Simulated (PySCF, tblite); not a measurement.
**C₅H₈BS₂ radical: geometry, infrared bands and EPR parameters**

Wanted: the infrared bands and EPR parameters of C₅H₈BS₂ radical (`C=CC[C@@H]1CS[B]S1`), by calculation.

The runs use tblite 0.8.0 and PySCF 2.14.0, with density-fitted response routines of our own; the level of theory stands in each step. All values are computed, except where a source is named. Atoms count from 0, in the outputs and in this text.

## (1) The starting structure

16 atoms, charge 0, multiplicity 2; geometry from: force field or distance geometry start.

Bonds of the start (Å): C0–C1 1.34, C1–C2 1.49, C2–C3 1.52, C3–C4 1.47, C4–S5 1.79, S5–B6 1.89, B6–S7 1.90, S7–C3 1.79, C0–H8 1.08, C0–H9 1.07, C1–H10 1.10, C2–H11 1.10, C2–H12 1.10, C3–H13 1.14, C4–H14 1.12, C4–H15 1.12.

## (2) Relaxing the molecule with GFN2-xTB

Job settings and geometry (Å):

```
{"job": {"kind": "relax", "xc": "GFN2-xTB", "basis": "xTB"}, "charge": 0, "multiplicity": 2}
C      2.432500     0.569800    -0.814000
C      1.715800    -0.091800     0.104300
C      0.421600    -0.747800    -0.254700
C     -0.620800    -0.080100     0.626000
C     -2.006300    -0.546100     0.480800
S     -2.977100     0.609700    -0.489700
B     -1.835100     2.096600    -0.732300
S     -0.462800     1.698700     0.520900
H      3.376500     1.048100    -0.575100
H      1.996600     0.607500    -1.791800
H      2.112300    -0.160200     1.129800
H      0.231800    -0.573600    -1.319100
H      0.466700    -1.828500    -0.038100
H     -0.284700    -0.357300     1.679000
H     -2.477600    -0.696300     1.481500
H     -2.097000    -1.539800    -0.019000
```

On the command line:

```console
> OMP_NUM_THREADS=1 python probes_run.py task.json out
```

The driver reads the jobs from task.json and runs them one after another.

**Question.** This job is followed by: GFN2-xTB harmonic vibrations, gas phase; UKS B3LYP, pcH-1 on B C H S, non-relativistic, mean-field spin-orbit, GIAO. What will the session give for the following? strongest single infrared mode (GFN2-xTB); zero-point energy (GFN2-xTB); g(iso) (B3LYP); ⟨S²⟩; largest a(iso); potential on the surface of density 0.002 e/bohr³, 1st and 99th percentile.

The runs gave:

| quantity | value |
| --- | --- |
| strongest single infrared mode (GFN2-xTB) | 884 cm⁻¹, 80 km/mol |
| zero-point energy (GFN2-xTB) | 75.1 kcal/mol |
| g(iso) (B3LYP) | 1.99974 |
| ⟨S²⟩ | 0.754 (exact 0.75) |
| largest a(iso) | 11B on B6, 506.8 MHz |
| potential on the surface of density 0.002 e/bohr³, 1st and 99th percentile | -0.82 V and 1.17 V |

The optimisation took 62 steps and gained 0.992 eV; among the close pairs (by a distance rule), B6–S7 changed most, from 1.901 to 1.748 Å. No mode is imaginary among the 42: a minimum at this level. The strongest single mode, at 884 cm⁻¹, moves mainly B6. GFN2-xTB is a fitted tight-binding method: band positions and strengths are rough. Its intensities can rank the bands wrongly. Most of the unpaired spin sits on B6 (0.94 e). The isotropic g lies 2.6 ppt below the free-electron value. These values are for one conformer; the search (at its own cheap level) found 2 more, at 0.22, 0.22 kcal/mol, and measured spectra average over such forms.
